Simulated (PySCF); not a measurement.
# TaSMe3: geometry, NMR shifts and electronic excitations

Aim: predict the NMR shifts and electronic excitations of TaSMe3 (`[CH3][Ta]([CH3])([CH3])=[S]`).

Programs: PySCF 2.14.0, with density-fitted response routines of our own. Each step states its level of theory. These are calculated values for one molecule in the gas phase, unless marked as measured. Atoms count from 0, in the outputs and in this text.

## 1. Starting geometry

14 atoms, charge 0, multiplicity 1; geometry from: GFN2-xTB. The atoms were then displaced at random by about 0.03 Å, so the start is not that level's minimum.

Bonds of the start (Å): Ta0–S1 2.23, Ta0–C2 2.17, Ta0–C6 2.35, Ta0–C10 2.26, C2–H3 1.19, C2–H4 1.11, C2–H5 1.10, C6–H7 1.07, C6–H8 1.04, C6–H9 1.09, C10–H11 1.05, C10–H12 1.01, C10–H13 1.10.

## 2. Geometry optimisation at PBE0-D3(BJ)/def2-SVP

The job: settings as JSON, then the geometry in Å.

```
{"job": {"xc": "PBE0", "basis": "def2-SVP", "d3": "d3bj", "grid": 1, "maxiter": 40, "shake": 0.03, "kind": "geom"}, "charge": 0, "multiplicity": 1}
Ta     0.063790    -0.074100     0.343520
S     -0.000220     0.001530     2.571260
C      2.157150    -0.000940    -0.217290
H      2.832860     0.857720     0.260350
H      2.356940     0.052930    -1.304780
H      2.695560    -0.891610     0.150930
C     -1.090320     1.909510    -0.179280
H     -2.089660     1.914530     0.203150
H     -1.189500     2.070060    -1.205100
H     -0.625650     2.783270     0.270910
C     -1.128650    -1.933540    -0.132660
H     -2.111010    -1.891770     0.233810
H     -0.698880    -2.758540     0.266930
H     -1.191840    -2.082870    -1.218520
```

Started as:

```bash
$ OMP_NUM_THREADS=1 python probes_run.py task.json out
```

This one command runs all jobs of the session in turn.

The program printed:

```text
step   0  E = -574.45138165  max force = 0.075890
step   1  E = -574.48451669  max force = 0.019596
step   2  E = -574.48767318  max force = 0.018999
step   3  E = -574.48942960  max force = 0.005406
step   4  E = -574.48977231  max force = 0.002689
step   5  E = -574.48991402  max force = 0.001200
step   6  E = -574.48994266  max force = 0.000999
step   7  E = -574.48995572  max force = 0.000584
step   8  E = -574.48995841  max force = 0.000232
optimisation converged
```

It took 4.8 min on 1 thread of Intel Xeon at 2.50GHz, shared host; peak memory 0.52 GiB.

The steps of the relaxation:

| step | energy from step 0 (eV) | largest force component (eV/Å) |
| --- | --- | --- |
| 0 | 0.0000 | 3.9024 |
| 1 | -0.9017 | 1.0077 |
| 2 | -0.9875 | 0.9770 |
| 3 | -1.0353 | 0.2780 |
| 4 | -1.0447 | 0.1383 |
| 5 | -1.0485 | 0.0617 |
| 6 | -1.0493 | 0.0514 |
| 7 | -1.0497 | 0.0300 |
| 8 | -1.0497 | 0.0119 |

Close pairs (by a distance rule), those that changed most:

| bond | before (Å) | after (Å) | change (Å) |
| --- | --- | --- | --- |
| Ta0–C6 | 2.354 | 2.140 | -0.214 |
| Ta0–C10 | 2.260 | 2.140 | -0.120 |
| C10–H12 | 1.012 | 1.103 | +0.091 |
| C2–H3 | 1.192 | 1.103 | -0.089 |
| Ta0–S1 | 2.230 | 2.162 | -0.068 |
| C6–H8 | 1.043 | 1.107 | +0.064 |
| C10–H11 | 1.049 | 1.104 | +0.055 |
| C6–H7 | 1.070 | 1.104 | +0.034 |

The next job starts from the end point, and lists it.

| at the end point | value |
| --- | --- |
| rotational constants (GHz, main isotopes) | 2.447, 1.850, 1.847 |
| dipole moment (D) | 3.65 |

## 3. NMR shieldings: PBE0/def2-TZVP+pcSseg-1

The job: settings as JSON, then the geometry in Å.

```
{"job": {"kind": "nmr", "xc": "PBE0", "basis": {"default": "pcSseg-1", "Ta": "def2-TZVP"}}, "charge": 0, "multiplicity": 1}
Ta     0.005943     0.001316     0.505134
S      0.035287     0.007167     2.666769
C      2.028687    -0.013048    -0.190526
H      2.613762     0.833161     0.208427
H      2.038148     0.045390    -1.296290
H      2.547473    -0.940105     0.112047
C     -1.012628     1.763129    -0.156585
H     -2.061041     1.777391     0.190239
H     -1.011888     1.794652    -1.263502
H     -0.531094     2.682571     0.219191
C     -1.024056    -1.758838    -0.143479
H     -2.074176    -1.756265     0.198559
H     -0.555136    -2.679800     0.243348
H     -1.018712    -1.800543    -1.250103
```

With the program's defaults for keys left out, this is: GIAO PBE0/pcSseg-1 Ta:def2-TZVP NMR shielding, scalar relativity only through core potentials, gas phase.

The program printed:

```text
coarse grid: 52984 points
cycle   1  E = -574.2526873165  dE = -1.930e+01  |g| = 1.240e+00  |ddm| = 6.562e+00
cycle   2  E = -573.5613940374  dE =  6.913e-01  |g| = 1.796e+00  |ddm| = 3.713e+00
cycle   3  E = -574.6280925398  dE = -1.067e+00  |g| = 3.860e-01  |ddm| = 2.735e+00
cycle   4  E = -574.6609908857  dE = -3.290e-02  |g| = 2.059e-01  |ddm| = 5.215e-01
cycle   5  E = -574.6732049221  dE = -1.221e-02  |g| = 2.508e-02  |ddm| = 1.916e-01
cycle   6  E = -574.6733638967  dE = -1.590e-04  |g| = 7.967e-03  |ddm| = 3.177e-02
cycle   7  E = -574.6733775424  dE = -1.365e-05  |g| = 3.156e-03  |ddm| = 7.652e-03
cycle   8  E = -574.6733800071  dE = -2.465e-06  |g| = 9.939e-04  |ddm| = 3.405e-03
final grid: 109272 points
cycle   9  E = -574.6734257516  dE =  8.624e-07  |g| = 1.963e-03  |ddm| = 3.181e-03
cycle  10  E = -574.6734184312  dE =  7.320e-06  |g| = 5.296e-03  |ddm| = 6.667e-03
cycle  11  E = -574.6734268870  dE = -8.456e-06  |g| = 4.808e-04  |ddm| = 5.016e-03
cycle  12  E = -574.6734269476  dE = -6.066e-08  |g| = 5.275e-05  |ddm| = 4.382e-04
cycle  13  E = -574.6734269483  dE = -6.371e-10  |g| = 7.650e-06  |ddm| = 4.796e-05
converged SCF energy = -574.6734269483

GIAO shielding tensors (ppm)
atom      isotropic    diamagn.    paramagn.     s11        s22        s33       span
  0 Ta         nan         nan         nan        nan        nan        nan        nan
  1 S     -547.582    1061.719   -1609.302  -1131.124  -1120.477    608.853   1739.977
  2 C      143.122     254.856    -111.734     99.280    147.633    182.453     83.173
  3 H       29.739      29.649       0.091     25.910     30.096     33.213      7.303
  4 H       29.952      31.290      -1.338     25.295     31.807     32.753      7.457
  5 H       30.039      29.769       0.270     25.821     30.526     33.770      7.949
  6 C      143.211     254.867    -111.656     99.822    147.371    182.439     82.617
  7 H       29.959      29.739       0.220     25.848     30.405     33.625      7.777
  8 H       29.960      31.293      -1.333     25.296     31.816     32.768      7.472
  9 H       29.817      29.676       0.141     25.872     30.206     33.373      7.501
 10 C      143.126     254.902    -111.776    100.229    146.744    182.405     82.176
 11 H       29.983      29.756       0.227     25.831     30.446     33.670      7.839
 12 H       29.781      29.687       0.094     25.907     30.146     33.290      7.383
 13 H       29.978      31.304      -1.326     25.300     31.852     32.782      7.482
```

Run time: 78 s. Hardware: 1 thread of Intel Xeon at 2.50GHz, shared host; peak memory 0.99 GiB.

The references, computed at this level on geometries of the same kind, shield at (ppm): ¹H TMS 31.27, ¹³C TMS 184.4, ³³S CS2 496. Their shielding less the atom's gives the shift. The references are single molecules in the gas phase. Atoms listed in one row are averaged.

| atoms | environment | σ (ppm) | δ (ppm) |
| --- | --- | --- | --- |
| C2, C6, C10 | carbon bonded to Ta, 3 H | 143.2 | 41.3 |
| H3, H4, H5, H7, H8 and 4 more | hydrogen on a carbon bonded to Ta | 29.91 | 1.35 |
| S1 | sulfur bonded to Ta | -548 | 1043 |

Atoms past Kr carry core potentials, so their printed shieldings have no meaning and are left out of the table.

Charges from the same density, by scheme (e):

| atoms | Mulliken | ESP fit |
| --- | --- | --- |
| Ta0 | 0.80 | 1.02 |
| S1 | -0.27 | -0.44 |
| C2, C6, C10 | -0.65 | -0.67 |

Mayer bond orders: Ta0–S1 2.32, Ta0–C2 1.01, Ta0–C6 1.01, Ta0–C10 1.01.

With diffuse functions Mulliken charges and Mayer bond orders lose their meaning; the other schemes are steadier.

Orbitals, density, ELF and potential are computed afterwards from the orbital file.

Frontier orbitals at PBE0/def2-TZVP+pcSseg-1, with the share of their density that lies nearest to each atom:

| orbital | energy (eV) | lies on |
| --- | --- | --- |
| HOMO | -7.36 | S1 73 %; Ta0 13 % |
| LUMO | -1.77 | Ta0 61 %; S1 12 % |

ELF in a plane through or near 7 of the atoms.

Ten even steps from '0' (0.00) to '9' (1.00):
```
0000000000000000000000000000
0000000000000000000000000000
0000000000000011000000000000
0000000013211699820000000000
0000000289843899960000000000
0000000899996899960000000000
0000000699983586400000000000
0000000024678873100024300000
0000000000123441013699960000
0000001000026666267899981000
0000068854426666496699960000
0000599998885442585564210000
0000499996377301369998400000
0000046557987200069999600000
0000000179999300018995100000
0000000169999200000000000000
0000000014763000000000000000
0000000000000000000000000000
0000000000000000000000000000
0000000000000000000000000000
```
The map spans 10.6 Å across and 10.6 Å up, centred on the molecule. Atoms in the plane (x, y in Å): Ta0 (0.0, 0.0), H3 (-1.3, -2.4), H5 (-2.5, -1.1), H7 (2.7, 0.1), H9 (2.2, -1.6), H11 (0.3, 2.7), H12 (-1.5, 2.3).

log10 of the density (e/Å³) in the same plane.

Values, 10 rows by 14 columns:
```
-4.0 -4.0 -4.0 -4.0 -4.0 -4.0 -4.0 -4.0 -4.0 -4.0 -4.0 -4.0 -4.0 -4.0
-4.0 -4.0 -4.0 -4.0 -3.1 -2.6 -2.3 -2.2 -2.6 -3.7 -4.0 -4.0 -4.0 -4.0
-4.0 -4.0 -4.0 -3.0 -1.5 -0.9 -0.8 -0.3 -1.1 -2.7 -3.9 -4.0 -4.0 -4.0
-4.0 -4.0 -4.0 -2.6 -0.9  0.0  0.2 -0.1 -1.0 -2.3 -2.8 -3.2 -4.0 -4.0
-4.0 -4.0 -3.7 -2.8 -1.9 -1.1 -0.2  0.1 -0.8 -1.1 -0.8 -1.2 -2.6 -4.0
-4.0 -4.0 -2.5 -1.4 -0.9 -0.6  0.3  0.6  0.0  0.1  0.1 -0.7 -2.2 -3.6
-4.0 -3.7 -1.9 -0.7  0.1  0.3 -0.2 -1.1 -0.9  0.0 -0.1 -1.2 -2.6 -3.9
-4.0 -4.0 -2.8 -2.0 -0.8  0.1 -0.7 -2.0 -2.2 -1.5 -1.5 -2.3 -3.6 -4.0
-4.0 -4.0 -4.0 -3.1 -2.2 -1.7 -2.1 -3.1 -3.7 -3.5 -3.5 -3.9 -4.0 -4.0
-4.0 -4.0 -4.0 -4.0 -4.0 -4.0 -4.0 -4.0 -4.0 -4.0 -4.0 -4.0 -4.0 -4.0
```
The map spans 10.6 Å across and 10.6 Å up, centred on the molecule. Atoms in the plane (x, y in Å): Ta0 (0.0, 0.0), H3 (-1.3, -2.4), H5 (-2.5, -1.1), H7 (2.7, 0.1), H9 (2.2, -1.6), H11 (0.3, 2.7), H12 (-1.5, 2.3).

On the surface of density 0.002 e/bohr³ the electrostatic potential runs, from the 1st to the 99th percentile, from -0.93 V near S1 to 1.77 V near H4.

## 4. Ultraviolet spectrum: CAM-B3LYP/def2-SVPD

Settings changed since step 3:

```diff
@@ -1,2 +1,2 @@
-{"job": {"kind": "nmr", "xc": "PBE0", "basis": {"default": "pcSseg-1", "Ta": "def2-TZVP"}}, "charge": 0, "multiplicity": 1}
+{"job": {"kind": "uv", "xc": "CAM-B3LYP", "basis": "def2-SVPD", "ip": true, "nstates": 10}, "charge": 0, "multiplicity": 1}
 Ta     0.005943     0.001316     0.505134
```

Level: TDDFT CAM-B3LYP/def2-SVPD, vertical, gas phase, core orbitals frozen in the response.

The program printed:

```text
coarse grid: 52984 points
cycle   1  E = -574.0119568192  dE = -1.237e+01  |g| = 1.559e+00  |ddm| = 8.949e+00
cycle   2  E = -573.5472835928  dE =  4.647e-01  |g| = 1.831e+00  |ddm| = 5.351e+00
cycle   3  E = -574.6447791387  dE = -1.097e+00  |g| = 2.321e-01  |ddm| = 3.934e+00
cycle   4  E = -574.6552168527  dE = -1.044e-02  |g| = 1.671e-01  |ddm| = 6.268e-01
cycle   5  E = -574.6635991160  dE = -8.382e-03  |g| = 2.777e-02  |ddm| = 2.594e-01
cycle   6  E = -574.6638341765  dE = -2.351e-04  |g| = 8.920e-03  |ddm| = 5.481e-02
cycle   7  E = -574.6638657501  dE = -3.157e-05  |g| = 3.912e-03  |ddm| = 2.086e-02
cycle   8  E = -574.6638735950  dE = -7.845e-06  |g| = 9.130e-04  |ddm| = 1.054e-02
final grid: 109272 points
cycle   9  E = -574.6638920508  dE = -4.159e-07  |g| = 8.594e-04  |ddm| = 4.824e-03
cycle  10  E = -574.6638919454  dE =  1.054e-07  |g| = 1.157e-03  |ddm| = 2.535e-03
cycle  11  E = -574.6638922932  dE = -3.478e-07  |g| = 2.819e-04  |ddm| = 1.579e-03
cycle  12  E = -574.6638923198  dE = -2.652e-08  |g| = 6.176e-05  |ddm| = 3.891e-04
cycle  13  E = -574.6638923258  dE = -6.072e-09  |g| = 3.861e-05  |ddm| = 3.024e-04
cycle  14  E = -574.6638923265  dE = -6.846e-10  |g| = 3.144e-06  |ddm| = 9.292e-05
converged SCF energy = -574.6638923265

Static polarisability (au): isotropic 104.426, principal 98.215 98.310 116.753

Singlet excitations
state   eV       nm        f      main configurations
  1   3.9515    313.8   0.00000   H->L 0.50, H-1->L+1 0.47
  2   4.1558    298.3   0.00157   H->L+1 0.46, H-1->L 0.45
  3   4.1572    298.2   0.00165   H-1->L+1 0.47, H->L 0.44
  4   4.6938    264.1   0.03649   H-1->L 0.43, H->L+1 0.43
  5   4.8279    256.8   0.00349   H-2->L 0.76, H-2->L+1 0.15
  6   4.8314    256.6   0.00361   H-2->L+1 0.76, H-2->L 0.15
  7   4.8799    254.1   0.00000   H-3->L 0.46, H-4->L+1 0.44
  8   5.1083    242.7   0.00326   H-3->L+1 0.25, H-4->L 0.23, H-4->L+1 0.21
  9   5.1094    242.7   0.00308   H-4->L+1 0.25, H-3->L 0.23, H-3->L+1 0.22
 10   5.3145    233.3   0.01472   H-4->L 0.46, H-3->L+1 0.43

Triplet excitations (Tamm-Dancoff, eV): 3.5188 3.7168 3.7178 3.9346
Vertical ionisation energy (delta-SCF) = 9.2076 eV
Vertical electron affinity (delta-SCF) = 0.3696 eV
```

It took 6 min on 1 thread of Intel Xeon at 2.50GHz, shared host; peak memory 1.2 GiB.

The orbitals next to the gap, with their largest atomic shares:

| orbital | eV | atoms |
| --- | --- | --- |
| HOMO−3 | -9.97 | Ta0 33 %, C10 26 %, C6 20 % |
| HOMO−2 | -9.56 | S1 67 %, Ta0 28 % |
| HOMO−1 | -8.60 | S1 66 %, Ta0 21 %, C2 5 % |
| HOMO | -8.60 | S1 66 %, Ta0 21 %, C6 4 % |
| LUMO | -0.72 | Ta0 64 %, S1 12 %, C6 7 % |
| LUMO+1 | -0.72 | Ta0 64 %, S1 12 %, C2 7 % |
| LUMO+2 | 0.27 | Ta0 47 %, S1 14 %, C2 7 % |

With each of the 10 states as a Gaussian band of 0.4 eV half-width at 1/e, the curve within the window shown has maxima at 260 nm (ε 1,900) L/(mol cm). Beyond the last state computed it falls off for lack of states. The curve at chosen wavelengths:

(nm, ε (L/mol/cm)): (221, 405), (227, 690), (233, 972), (239, 1230), (245, 1488), (251, 1738), (257, 1908), (263, 1919), (269, 1749), (275, 1450), (281, 1109), (287, 798), (293, 554), (298, 403), (304, 276), (310, 190), (316, 132), (322, 92), (328, 63), (334, 42), (340, 28), (346, 18), (352, 11), (358, 7), (364, 4), (370, 2)

Leading natural transition orbitals of singlet state 4: the hole lies on S1 74 %; Ta0 13 %; the particle on Ta0 61 %.

Leading natural transition orbitals of singlet state 1: the hole lies on S1 74 %; Ta0 13 %; the particle on Ta0 63 %; S1 16 %.

Ground-state properties from the same run:

| property | computed |
| --- | --- |
| dipole moment (D) | 3.72 |
| polarisability (Å³) | 15.47 |
| HOMO–LUMO gap (eV) | 7.88 |
| −ε(HOMO) (eV) | 8.60 |

## 5. NMR shieldings: B3LYP/def2-TZVP+pcSseg-1

Settings changed since step 4:

```diff
@@ -1,2 +1,2 @@
-{"job": {"kind": "uv", "xc": "CAM-B3LYP", "basis": "def2-SVPD", "ip": true, "nstates": 10}, "charge": 0, "multiplicity": 1}
+{"job": {"kind": "nmr", "xc": "B3LYP", "basis": {"default": "pcSseg-1", "Ta": "def2-TZVP"}, "pop": false}, "charge": 0, "multiplicity": 1}
 Ta     0.005943     0.001316     0.505134
```

Method: GIAO B3LYP/pcSseg-1 Ta:def2-TZVP NMR shielding, scalar relativity only through core potentials, gas phase.

The program printed:

```text
coarse grid: 52984 points
cycle   1  E = -574.5297393424  dE = -1.921e+01  |g| = 1.343e+00  |ddm| = 6.560e+00
cycle   2  E = -573.5952259265  dE =  9.345e-01  |g| = 2.022e+00  |ddm| = 4.211e+00
cycle   3  E = -574.9812638730  dE = -1.386e+00  |g| = 3.899e-01  |ddm| = 3.266e+00
cycle   4  E = -575.0037096698  dE = -2.245e-02  |g| = 2.820e-01  |ddm| = 6.029e-01
cycle   5  E = -575.0271548358  dE = -2.345e-02  |g| = 2.554e-02  |ddm| = 2.639e-01
cycle   6  E = -575.0273307172  dE = -1.759e-04  |g| = 6.656e-03  |ddm| = 3.576e-02
cycle   7  E = -575.0273408531  dE = -1.014e-05  |g| = 2.073e-03  |ddm| = 7.950e-03
cycle   8  E = -575.0273418279  dE = -9.748e-07  |g| = 8.865e-04  |ddm| = 2.093e-03
final grid: 109272 points
cycle   9  E = -575.0273863166  dE =  1.007e-06  |g| = 2.125e-03  |ddm| = 3.211e-03
cycle  10  E = -575.0273766128  dE =  9.704e-06  |g| = 6.150e-03  |ddm| = 7.391e-03
cycle  11  E = -575.0273874888  dE = -1.088e-05  |g| = 6.170e-04  |ddm| = 5.738e-03
cycle  12  E = -575.0273875964  dE = -1.077e-07  |g| = 1.631e-05  |ddm| = 5.242e-04
cycle  13  E = -575.0273875965  dE = -9.686e-11  |g| = 4.093e-06  |ddm| = 2.589e-05
converged SCF energy = -575.0273875965

GIAO shielding tensors (ppm)
atom      isotropic    diamagn.    paramagn.     s11        s22        s33       span
  0 Ta         nan         nan         nan        nan        nan        nan        nan
  1 S     -588.681    1062.186   -1650.867  -1174.347  -1163.312    571.616   1745.963
  2 C      138.183     253.021    -114.838     93.890    143.287    177.372     83.482
  3 H       29.882      29.683       0.199     26.024     30.390     33.232      7.208
  4 H       30.097      31.277      -1.181     25.337     32.128     32.825      7.488
  5 H       30.182      29.798       0.384     25.937     30.823     33.785      7.849
  6 C      138.264     253.034    -114.771     94.433    143.000    177.358     82.924
  7 H       30.101      29.770       0.332     25.964     30.702     33.638      7.675
  8 H       30.105      31.280      -1.175     25.338     32.138     32.838      7.499
  9 H       29.961      29.710       0.251     25.988     30.502     33.393      7.405
 10 C      138.182     253.075    -114.894     94.888    142.334    177.322     82.433
 11 H       30.125      29.788       0.337     25.947     30.742     33.686      7.739
 12 H       29.923      29.723       0.201     26.022     30.441     33.307      7.286
 13 H       30.124      31.293      -1.169     25.344     32.176     32.851      7.507
```

Run time: 44 s. Hardware: 1 thread of Intel Xeon at 2.50GHz, shared host; peak memory 0.96 GiB.

This run: δ C2 41.0, S1 1074, H3 1.33 ppm (means over like atoms).

## 6. Side by side: NMR shifts

Shifts (ppm), means over like atoms, with basis size and wall time:

| run | C2 | H3 | S1 | functions | time |
| --- | --- | --- | --- | --- | --- |
| PBE0/def2-TZVP+pcSseg-1 | 41.3 | 1.35 | 1043 | 160 | 78 s |
| B3LYP/def2-TZVP+pcSseg-1 | 41.0 | 1.33 | 1074 | 160 | 44 s |

## 7. Summary of results

| quantity | value |
| --- | --- |
| rotational constants (main isotopes) | 2.45, 1.85, 1.85 GHz |
| ¹³C shifts against TMS (PBE0/def2-TZVP+pcSseg-1, means over atoms taken as alike) | 41.3 ppm |
| ¹H shifts against TMS (PBE0/def2-TZVP+pcSseg-1, means over atoms taken as alike) | 1.35 ppm |
| ³³S shifts against CS2 (PBE0/def2-TZVP+pcSseg-1) | 1043 ppm |
| surface potential, 1st and 99th percentile | -0.93 V and 1.77 V |
| lowest singlet (CAM-B3LYP/def2-SVPD) | 3.95 eV (314 nm), f = 0.000 |
| brightest single state of those computed | state 4, 4.69 eV, f = 0.036 |
| lowest triplet | 3.52 eV |
| vertical ionisation energy (ΔSCF) | 9.21 eV |
| vertical electron affinity (ΔSCF) | 0.37 eV |
| range of the shift of S1 | 1043 to 1074 ppm |

In words: The start was shaken at random, so part of the energy gained undoes that. The optimisation took 8 steps and gained 1.050 eV; among the close pairs (by a distance rule), Ta0–C6 changed most, from 2.354 to 2.140 Å. At PBE0/def2-TZVP+pcSseg-1: Shielding is most anisotropic at S1 (span 1740 ppm, paramagnetic term -1609 ppm). The lowest singlet, at 3.95 eV, is HOMO→LUMO 0.50, HOMO−1→LUMO+1 0.47 and is dark; of the 10 states computed, the strongest absorption comes from state 4 at 4.69 eV. The lowest triplet lies 0.43 eV below the lowest singlet (triplets in Tamm-Dancoff, singlets in full TDDFT). Spin-orbit coupling, left out, mixes singlets and triplets in elements this heavy. ΔSCF puts the ionisation energy at 9.21 eV, 0.61 eV above −ε(HOMO). Across the 2 runs the shift of S1 moves most, between 1043 (PBE0/def2-TZVP+pcSseg-1) and 1074 ppm (B3LYP/def2-TZVP+pcSseg-1). Spin-orbit coupling is left out, which matters for shieldings and couplings at and beside the heavy atoms.
